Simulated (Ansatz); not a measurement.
Cl₃FSi, SMILES F[Si](Cl)(Cl)Cl, harmonic frequencies at the relaxed geometry

With Ansatz 0.2.0 through its Python package.

Notebook, run cell by cell (the value of a cell's last expression is shown):

**Cell 1**
```python
import itertools

import ansatz as az
from ase import Atoms
from ase.data import atomic_numbers, covalent_radii
from ase.thermochemistry import IdealGasThermo
import numpy as np
```

**Cell 2**
```python
GEOMETRY = """
F     0.95410   -1.02360    1.10470
Si    0.05710   -0.08190    0.07790
Cl   -1.64580    0.67630    0.94940
Cl   -0.46760   -1.13870   -1.55080
Cl    1.15210    1.49430   -0.62260
"""
```

**Cell 3**
```python
geometry = az.Crystal.molecule()
for line in GEOMETRY.strip().splitlines():
    symbol, *xyz = line.split()
    geometry = geometry.atom(symbol, [float(v) for v in xyz])

calculation = (
    geometry.calculation()
    .basis(gaussian="6-31G*")
    .functional("pbe", dispersion="d4")
)
symbols = [site.symbol for site in geometry.cartesian_sites]
start = np.array([site.position_ang for site in geometry.cartesian_sites], dtype=float)
rep = calculation.relax(force_tolerance=0.003).run(threads=1).report
end = np.array(rep["positions_ang"])
```

**Cell 4**
```python
# pairs closer than 1.2 times the sum of covalent radii, before or after
radius = [covalent_radii[atomic_numbers[s]] for s in symbols]
span = lambda where, i, j: np.linalg.norm(where[i] - where[j])
bonded = [(i, j) for i, j in itertools.combinations(range(len(symbols)), 2) if min(span(start, i, j), span(end, i, j)) < 1.2 * (radius[i] + radius[j])]
print("pair        before    after (A)")
for i, j in bonded:
    print(f"{symbols[i]}{i}-{symbols[j]}{j}".ljust(10), f"{span(start, i, j):8.4f} {span(end, i, j):8.4f}")
```
Output:
```text
pair        before    after (A)
F0-Si1       1.6570   1.6064
Si1-Cl2      2.0577   2.0418
Si1-Cl3      2.0112   2.0418
Si1-Cl4      2.0431   2.0418
```

**Cell 5**
```python
# frequencies need a stationary point, so they are taken at the relaxed geometry
minimum = az.Crystal.molecule()
for symbol, place in zip(symbols, end):
    minimum = minimum.atom(symbol, place.tolist())
vibrating = minimum.calculation()
vibrating = vibrating.basis(gaussian="6-31G*").functional("pbe", dispersion="d4")
vibrating = vibrating.phonons(temperatures=(200, 600, 100))
vib = vibrating.run(threads=1).report["vibrations"]
sums = vib["harmonic_sums"]
modes = [m["omega_inv_cm"] for m in sums["modes_at_gamma"] if m["rigid_motion"] == "no"]
print("frequencies (1/cm):", " ".join(f"{w:.0f}" for w in modes))
print("imaginary modes:", sum(w < 0 for w in modes), " zero-point energy:", round(sums["zero_point_energy_ev"], 4), "eV")
# rigid rotor and ideal gas, symmetry number taken as one
gas = IdealGasThermo(vib_energies=[w / 8065.544 for w in modes if w > 0], geometry="linear" if len(modes) == 3 * len(symbols) - 5 else "nonlinear",
                     atoms=Atoms(symbols, positions=end), symmetrynumber=1, spin=0.0)
print(f"H(298 K) - E = {gas.get_enthalpy(298.15, verbose=False):.4f} eV")
print(f"S(298 K, 1 bar) = {96485.33 * gas.get_entropy(298.15, 1e5, verbose=False):.1f} J/(mol K) with symmetry number 1")
```
Output:
```text
frequencies (1/cm): 156 156 229 264 264 441 622 622 924
imaginary modes: 0  zero-point energy: 0.228 eV
H(298 K) - E = 0.4215 eV
S(298 K, 1 bar) = 342.7 J/(mol K) with symmetry number 1
```

Notes:
- The frequencies are harmonic and unscaled, in a modest basis.
- The entropy takes a symmetry number of 1; a symmetric molecule's is lower by R ln(sigma).
- Run time: 81 s on 1 thread of Arm Neoverse V1, on a shared host, peak memory 0.25 GiB.
